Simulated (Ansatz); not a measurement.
# Ti (hcp type): the cost of one run

Computed with Ansatz 0.2.0 (DFT, PBE, all-electron LAPW, scalar-relativistic, unless a step's input says otherwise).

## Step 1: The starting structure

It takes space group P6_3/mmc (No. 194, hexagonal). Conventional cell: a = 2.940 Å, b = 2.940 Å, c = 4.654 Å, α = 90.00°, β = 90.00°, γ = 120.00°. Ti (site symmetry -6m2) is surrounded by 12 Ti at 2.88 to 2.94 Å.

Coordinates:

```cif
data_structure
_symmetry_space_group_name_H-M 'P 1'
_symmetry_Int_Tables_number 1
_cell_length_a 2.9397
_cell_length_b 4.6541
_cell_length_c 5.0917
_cell_angle_alpha 90.000
_cell_angle_beta 90.000
_cell_angle_gamma 90.000
_cell_volume 69.66
loop_
_atom_site_label
_atom_site_type_symbol
_atom_site_fract_x
_atom_site_fract_y
_atom_site_fract_z
_atom_site_occupancy
Ti1 Ti 0.50000 0.25000 0.16667 1
Ti2 Ti 0.00000 0.25000 0.66667 1
Ti3 Ti 0.00000 0.75000 0.33333 1
Ti4 Ti 0.50000 0.75000 0.83333 1
```

Atoms are numbered in the order of the input: Ti1, Ti2, Ti3, Ti4.

## Step 2: Bulk in the slab's orientation, LAPW

The input, input.yaml:

```yaml
crystal:
  lattice:
    - [-1.4698484072, 2.5458521206, 0.0]
    - [0.0, 0.0, 4.6540909819]
    - [4.4095452215, 2.5458521207, 0.0]
  atoms:
    - { symbol: Ti, position: [0.5, 0.25, 0.166666667] }
    - { symbol: Ti, position: [0.0, 0.25, 0.666666667] }
    - { symbol: Ti, position: [0.0, 0.75, 0.333333333] }
    - { symbol: Ti, position: [0.5, 0.75, 0.833333333] }
kpoints:
  mp_grid: { grid: [12, 8, 7] }
scf:
  occupations: { method: fermi_dirac, width: 0.1 }
hamiltonian:
  xc: pbe
  pseudopotentials: { kind: all_electron, lapw: { basis_error: 0.001 } }
output:
  forces: true
  stress: true
  eigenvalues: true
```

Command:

```console
$ ansatz run input.yaml --threads 2 --pin off --max-ram 4096MiB --backend cpu --events-out ev --progress --plain --runs-dir out
```

What time and memory should one allow on 2 threads of Intel Xeon 6975P-C (Granite Rapids), shared host?

About 16 s, with a peak of 0.68 GiB.
